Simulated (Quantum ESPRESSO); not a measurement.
# Ta in Quantum ESPRESSO: work function with PBE

Aim: the work function of Ta with PBE.

Program: Quantum ESPRESSO 7.5. These are calculated values, not measurements. Logs are shortened: lines on timing, memory, paths and dates and some standing lists are left out, and cuts for length are marked.

## 1. The sheet as given

The cell holds a sheet with vacuum, 2 atoms: a = 2.719 Å, b = 2.719 Å, c = 28.487 Å, α = 90.00°, β = 90.00°, γ = 90.00°.

The cell was built by a generator and needn't be a form met in nature.

## 2. Work function, PBE

File pw.in:

```
&CONTROL
  calculation = 'scf'
  prefix = 'pwscf'
  outdir = './tmp'
  pseudo_dir = './pseudo'
  tprnfor = .true.
  disk_io = 'low'
/
&SYSTEM
  ibrav = 0
  celldm(1) = 8
  nat = 2
  ntyp = 1
  ecutwfc = 58
  nbnd = 20
  occupations = 'smearing'
  smearing = 'fd'
  degauss = 0.00367493
/
&ELECTRONS
  conv_thr = 2d-09
  electron_maxstep = 150
  mixing_beta = 0.3
  mixing_mode = 'local-TF'
/
ATOMIC_SPECIES
Ta   180.9479 Ta.upf
CELL_PARAMETERS alat
  0.6422659422919  -0.0000000000000   0.0000000000000
 -0.0000000000000   0.6422659422919   0.0000000000000
  0.0000000000000   0.0000000000000   6.7289934763512
ATOMIC_POSITIONS crystal
Ta     1.0000000000    0.5000000000    0.3026400000
Ta     0.5000000000    0.0000000000    0.2239200000
K_POINTS automatic
10 10 1 0 0 0
```

File pp_density.in:

```
&INPUTPP
  prefix = 'pwscf'
  outdir = './tmp'
  filplot = 'density.dat'
  plot_num = 0
/
&PLOT
  nfile = 1
  filepp(1) = 'density.dat'
  iflag = 3
  output_format = 6
  fileout = 'density.cube'
/
```

File pp_potential.in:

```
&INPUTPP
  prefix = 'pwscf'
  outdir = './tmp'
  filplot = 'potential.dat'
  plot_num = 11
/
&PLOT
  nfile = 1
  filepp(1) = 'potential.dat'
  iflag = 3
  output_format = 6
  fileout = 'potential.cube'
/
```

File pp_elf.in:

```
&INPUTPP
  prefix = 'pwscf'
  outdir = './tmp'
  filplot = 'elf.dat'
  plot_num = 8
/
&PLOT
  nfile = 1
  filepp(1) = 'elf.dat'
  iflag = 3
  output_format = 6
  fileout = 'elf.cube'
/
```

Potentials or basis: PseudoDojo 0.4.1 SR PBE standard.

Started as:

```sh
$ OMP_NUM_THREADS=1 pw.x -in pw.in > pw.out
$ OMP_NUM_THREADS=1 pp.x -in pp_density.in > pp_density.out
$ OMP_NUM_THREADS=1 pp.x -in pp_potential.in > pp_potential.out
$ OMP_NUM_THREADS=1 pp.x -in pp_elf.in > pp_elf.out
```

pw.out:

```text
This program is part of the open-source Quantum ESPRESSO suite
     for quantum simulation of materials; please cite
[... 9 lines left out ...]
     --------------------
     sticks:   dense  smooth     PW     G-vecs:    dense   smooth      PW
     Sum         489     489    145                84957    84957   14545

     Using Slab Decomposition

     bravais-lattice index     =            0
     lattice parameter (alat)  =       8.0000  a.u.
     unit-cell volume          =    1421.1825 (a.u.)^3
     number of atoms/cell      =            2
     number of atomic types    =            1
     number of electrons       =        26.00
     number of Kohn-Sham states=           20
     kinetic-energy cutoff     =      58.0000  Ry
     charge density cutoff     =     232.0000  Ry
     scf convergence threshold =      2.0E-09
     mixing beta               =       0.3000
     number of iterations used =            8  local-TF  mixing
     Exchange-correlation= PBE
                           (   1   4   3   4   0   0   0)

     celldm(1)=   8.000000  celldm(2)=   0.000000  celldm(3)=   0.000000
     celldm(4)=   0.000000  celldm(5)=   0.000000  celldm(6)=   0.000000

     crystal axes: (cart. coord. in units of alat)
               a(1) = (   0.642266  -0.000000   0.000000 )
               a(2) = (  -0.000000   0.642266   0.000000 )
               a(3) = (   0.000000   0.000000   6.728993 )

     reciprocal axes: (cart. coord. in units 2 pi/alat)
               b(1) = (  1.556987  0.000000 -0.000000 )
               b(2) = (  0.000000  1.556987 -0.000000 )
               b(3) = ( -0.000000 -0.000000  0.148611 )

     PseudoPot. # 1 for Ta read from file:
     Ta.upf
     Pseudo is Norm-conserving + core correction, Zval = 13.0
     Generated using ONCVPSP code by D. R. Hamann
     Using radial grid of 1450 points,  8 beta functions with:
                l(1) =   0
                l(2) =   0
                l(3) =   1
                l(4) =   1
                l(5) =   2
                l(6) =   2
                l(7) =   3
                l(8) =   3

     atomic species   valence    mass     pseudopotential
     Ta               13.00   180.94790     Ta( 1.00)

      8 Sym. Ops. (no inversion) found ( 4 have fractional translation)

   Cartesian axes

     site n.     atom                  positions (alat units)
         1        Ta     tau(   1) = (   0.6422659   0.3211330   2.0364626  )
         2        Ta     tau(   2) = (   0.3211330   0.0000000   1.5067562  )

     number of k points=    21  Fermi-Dirac smearing, width (Ry)=  0.0037
                       cart. coord. in units 2pi/alat
        k(    1) = (   0.0000000   0.0000000   0.0000000), wk =   0.0200000
        k(    2) = (   0.0000000   0.1556987   0.0000000), wk =   0.0800000
        k(    3) = (   0.0000000   0.3113975   0.0000000), wk =   0.0800000
        k(    4) = (   0.0000000   0.4670962   0.0000000), wk =   0.0800000
        k(    5) = (   0.0000000   0.6227950   0.0000000), wk =   0.0800000
        k(    6) = (   0.0000000  -0.7784937   0.0000000), wk =   0.0400000
[... 13 lines left out ...]
        k(   20) = (   0.6227950  -0.7784937   0.0000000), wk =   0.0800000
        k(   21) = (  -0.7784937  -0.7784937   0.0000000), wk =   0.0200000

     Dense  grid:    84957 G-vectors     FFT dimensions: (  30,  30, 270)

     Initial potential from superposition of free atoms

     starting charge      25.9982, renormalised to      26.0000

     negative rho (up, down):  7.835E-05 0.000E+00
     Starting wfcs are   20 randomized atomic wfcs

     Self-consistent Calculation

     iteration #  1     ecut=    58.00 Ry     beta= 0.30
     Davidson diagonalization with overlap
     ethr =  1.00E-02,  avg # of iterations =  4.0

     total energy              =    -260.29121870 Ry
     estimated scf accuracy    <       0.44295454 Ry

     iteration #  2     ecut=    58.00 Ry     beta= 0.30
     Davidson diagonalization with overlap
     ethr =  1.70E-03,  avg # of iterations =  1.1

     total energy              =    -260.17582682 Ry
     estimated scf accuracy    <       0.30505980 Ry

     iteration #  3     ecut=    58.00 Ry     beta= 0.30
     Davidson diagonalization with overlap
     ethr =  1.17E-03,  avg # of iterations =  2.1
[... 33 lines left out ...]
     total energy              =    -260.23300962 Ry
     estimated scf accuracy    <       0.00167724 Ry

     iteration #  8     ecut=    58.00 Ry     beta= 0.30
     Davidson diagonalization with overlap
     ethr =  6.45E-06,  avg # of iterations =  1.3

     negative rho (up, down):  9.829E-03 0.000E+00

     total energy              =    -260.23282237 Ry
     estimated scf accuracy    <       0.00134215 Ry

     iteration #  9     ecut=    58.00 Ry     beta= 0.30
     Davidson diagonalization with overlap
     c_bands:  1 eigenvalues not converged
     ethr =  5.16E-06,  avg # of iterations =  3.9

     negative rho (up, down):  9.967E-03 0.000E+00

     total energy              =    -260.23285620 Ry
     estimated scf accuracy    <       0.00185185 Ry

     iteration # 10     ecut=    58.00 Ry     beta= 0.30
     Davidson diagonalization with overlap
     ethr =  5.16E-06,  avg # of iterations =  1.2

     negative rho (up, down):  8.406E-03 0.000E+00

     total energy              =    -260.23269485 Ry
     estimated scf accuracy    <       0.00135236 Ry

     iteration # 11     ecut=    58.00 Ry     beta= 0.30
     Davidson diagonalization with overlap
     ethr =  5.16E-06,  avg # of iterations =  2.8
[... 78 lines left out ...]
     iteration # 20     ecut=    58.00 Ry     beta= 0.30
     Davidson diagonalization with overlap
     ethr =  1.61E-11,  avg # of iterations =  1.9

     negative rho (up, down):  1.253E-06 0.000E+00

     total energy              =    -260.23249670 Ry
     estimated scf accuracy    <          2.2E-09 Ry

     iteration # 21     ecut=    58.00 Ry     beta= 0.30
     Davidson diagonalization with overlap
     ethr =  8.27E-12,  avg # of iterations =  1.4

     End of self-consistent calculation

          k = 0.0000 0.0000 0.0000 ( 10587 PWs)   bands (ev):

   -68.3089 -68.2424 -35.2087 -34.5884 -34.2029 -34.2029 -34.0483 -34.0483
    -7.6820  -5.6818  -3.7515  -2.4099  -1.4670  -0.5745   0.3745   1.8808
     1.8808   3.8120   3.9318   4.3092

          k = 0.0000 0.1557 0.0000 ( 10577 PWs)   bands (ev):

   -68.2984 -68.2351 -35.1857 -34.6072 -34.3088 -34.1884 -34.1758 -34.0412
    -7.3592  -5.3564  -3.4778  -2.1566  -1.5123  -0.4028   0.0469   1.6259
     1.9483   3.9996   4.0396   4.4084

          k = 0.0000 0.3114 0.0000 ( 10587 PWs)   bands (ev):

   -68.2705 -68.2164 -35.1324 -34.7537 -34.4883 -34.4825 -34.1494 -34.0237
    -6.5311  -4.6763  -2.5947  -1.7166  -1.5532  -0.7450   0.2726   1.3939
     2.0851   3.4250   4.5036   5.1757

          k = 0.0000 0.4671 0.0000 ( 10608 PWs)   bands (ev):

   -68.2343 -68.1949 -35.1444 -35.0792 -34.7653 -34.5464 -34.0972 -34.0054
    -5.5364  -4.1629  -2.2571  -1.4713  -1.0045  -0.9690   1.5491   1.6265
     2.0244   2.4490   3.8865   5.0495

          k = 0.0000 0.6228 0.0000 ( 10646 PWs)   bands (ev):

   -68.2015 -68.1807 -35.3507 -35.3381 -34.7660 -34.6022 -34.0468 -33.9984
    -4.7575  -4.1117  -2.1972  -1.7923  -0.6640  -0.0288   1.6712   1.7610
     2.1431   2.8111   4.0008   4.7912

          k = 0.0000-0.7785 0.0000 ( 10592 PWs)   bands (ev):

   -68.1821 -68.1821 -35.4455 -35.4455 -34.6796 -34.6796 -34.0116 -34.0116
    -4.3476  -4.3476  -1.9173  -1.9173  -0.2482  -0.2482   1.5029   1.5029
     2.8807   2.8807   4.4046   4.4046

          k = 0.1557 0.1557 0.0000 ( 10583 PWs)   bands (ev):

   -68.2881 -68.2277 -35.1629 -34.6184 -34.3198 -34.2751 -34.1837 -34.1527
    -7.0345  -4.9978  -3.2408  -1.8908  -1.5150  -0.3300  -0.1223   1.2531
     2.0837   3.8668   4.2630   4.3557

          k = 0.1557 0.3114 0.0000 ( 10598 PWs)   bands (ev):

   -68.2605 -68.2089 -35.1097 -34.7390 -34.4942 -34.4818 -34.2577 -34.1472
    -6.2073  -4.2458  -2.4594  -1.6261  -1.2643  -0.8611   0.3787   0.8389
     2.2536   2.9704   4.0011   4.2123

          k = 0.1557 0.4671 0.0000 ( 10600 PWs)   bands (ev):

   -68.2247 -68.1871 -35.1220 -35.0586 -34.7574 -34.5531 -34.2119 -34.1281
    -5.2262  -3.7154  -2.1910  -1.5062  -0.9136  -0.7589   0.8290   1.5419
     2.0787   2.2164   3.8152   4.3923

          k = 0.1557 0.6228 0.0000 ( 10609 PWs)   bands (ev):

   -68.1924 -68.1725 -35.3298 -35.3179 -34.7563 -34.6008 -34.1654 -34.1200
    -4.4660  -3.7550  -2.0126  -1.6782  -0.8160  -0.5268   1.3167   1.6478
     2.2139   2.5381   4.3951   4.9124

          k = 0.1557-0.7785 0.0000 ( 10640 PWs)   bands (ev):

   -68.1735 -68.1735 -35.4251 -35.4251 -34.6727 -34.6727 -34.1320 -34.1320
    -4.0543  -4.0543  -1.5659  -1.5659  -0.9907  -0.9907   1.8615   1.8615
     2.2446   2.2446   5.0761   5.0761

          k = 0.3114 0.3114 0.0000 ( 10597 PWs)   bands (ev):

   -68.2336 -68.1896 -35.0559 -34.7258 -34.6166 -34.4992 -34.4183 -34.4167
    -5.4156  -3.2946  -1.9751  -1.5531  -1.2519  -0.4508   0.1537   0.7642
     2.0378   2.0720   3.6134   3.6211

          k = 0.3114 0.4671 0.0000 ( 10593 PWs)   bands (ev):

   -68.1990 -68.1669 -35.0672 -35.0030 -34.7381 -34.6299 -34.4464 -34.4327
    -4.5611  -2.7023  -2.2115  -1.7510  -0.7533   0.0353   0.0884   1.4264
     1.6664   2.0155   3.6630   4.0976

          k = 0.3114 0.6228 0.0000 ( 10574 PWs)   bands (ev):

   -68.1681 -68.1512 -35.2750 -35.2669 -34.7310 -34.6142 -34.4502 -34.4262
    -3.9504  -3.0557  -2.2974  -2.1091  -0.2588  -0.1493   0.3628   1.7375
     1.9277   2.6243   5.1190   5.1225

          k = 0.3114-0.7785 0.0000 ( 10606 PWs)   bands (ev):

   -68.1507 -68.1507 -35.3723 -35.3723 -34.6560 -34.6560 -34.4358 -34.4358
    -3.5409  -3.5409  -2.2341  -2.2341  -0.3436  -0.3436   1.3112   1.3112
     2.3647   2.3647   6.1718   6.1718

          k = 0.4671 0.4671 0.0000 ( 10593 PWs)   bands (ev):

   -68.1662 -68.1428 -35.0540 -34.9663 -34.8935 -34.7331 -34.7128 -34.5230
    -4.0801  -2.8228  -2.2540  -1.9616  -1.1063   1.1467   1.1592   1.3262
     2.1145   2.1504   3.4929   4.7498

          k = 0.4671 0.6228 0.0000 ( 10598 PWs)   bands (ev):

   -68.1376 -68.1252 -35.2187 -35.2139 -34.8427 -34.7804 -34.6889 -34.5691
    -3.9086  -3.3798  -2.7126  -2.5478  -0.2283   1.1423   1.7033   1.9806
     2.2601   2.9685   5.2024   5.9835

          k = 0.4671-0.7785 0.0000 ( 10586 PWs)   bands (ev):

   -68.1226 -68.1226 -35.3143 -35.3143 -34.7905 -34.7905 -34.6315 -34.6315
    -3.7503  -3.7503  -2.8425  -2.8425   0.6617   0.6617   1.9335   1.9335
     2.7469   2.7469   7.1073   7.1073

          k = 0.6228 0.6228 0.0000 ( 10607 PWs)   bands (ev):

   -68.1117 -68.1052 -35.2502 -35.2366 -35.0238 -34.9776 -34.6552 -34.5894
    -4.2771  -4.1133  -2.9387  -2.7117   0.1071   1.2148   2.3246   2.9502
     3.7958   4.0680   5.8001   7.2422

          k = 0.6228-0.7785 0.0000 ( 10620 PWs)   bands (ev):

   -68.0996 -68.0996 -35.3057 -35.3057 -35.0191 -35.0191 -34.6189 -34.6189
    -4.4195  -4.4195  -2.9343  -2.9343   0.8122   0.8122   2.6789   2.6789
     4.4853   4.4853   7.7626   7.7626

          k =-0.7785-0.7785 0.0000 ( 10640 PWs)   bands (ev):

   -68.0909 -68.0909 -35.3372 -35.3372 -35.0687 -35.0687 -34.6143 -34.6143
    -4.6755  -4.6755  -2.9997  -2.9997   1.0612   1.0612   2.5198   2.5198
     5.7527   5.7527   8.2298   8.2298

     the Fermi energy is    -0.5093 ev

!    total energy              =    -260.23249671 Ry
     estimated scf accuracy    <          1.4E-09 Ry
     smearing contrib. (-TS)   =      -0.00100853 Ry
     internal energy E=F+TS    =    -260.23148818 Ry

     The total energy is F=E-TS. E is the sum of the following terms:
     one-electron contribution =   -2133.12938109 Ry
     hartree contribution      =    1060.50085837 Ry
     xc contribution           =     -59.08867880 Ry
     ewald contribution        =     871.48571334 Ry

     convergence has been achieved in  21 iterations

     Forces acting on atoms (cartesian axes, Ry/au):

     atom    1 type  1   force =     0.00000000    0.00000000   -0.00283596
     atom    2 type  1   force =     0.00000000    0.00000000    0.00283596

     Total force =     0.004011     Total SCF correction =     0.000113

=------------------------------------------------------------------------------=
   JOB DONE.
=------------------------------------------------------------------------------=
```

Run time: 2.8 min. Hardware: 1 thread of Arm Neoverse V1, shared host; peak memory 0.2 GiB.

What came out:

```
Free energy                     : -3540.6435 eV
Largest force                   : 0.073 eV/Å
Band gap on the k mesh          : none (metal or under the smearing width)
Work function of the upper face : 4.63 eV
Work function of the lower face : 4.63 eV
```

Forces in eV/Å, atoms in the order of the input:
```
Ta   0.000  0.000 -0.073
Ta   0.000  0.000  0.073
```

The run has no spin-orbit coupling, so splittings on Ta are missing.
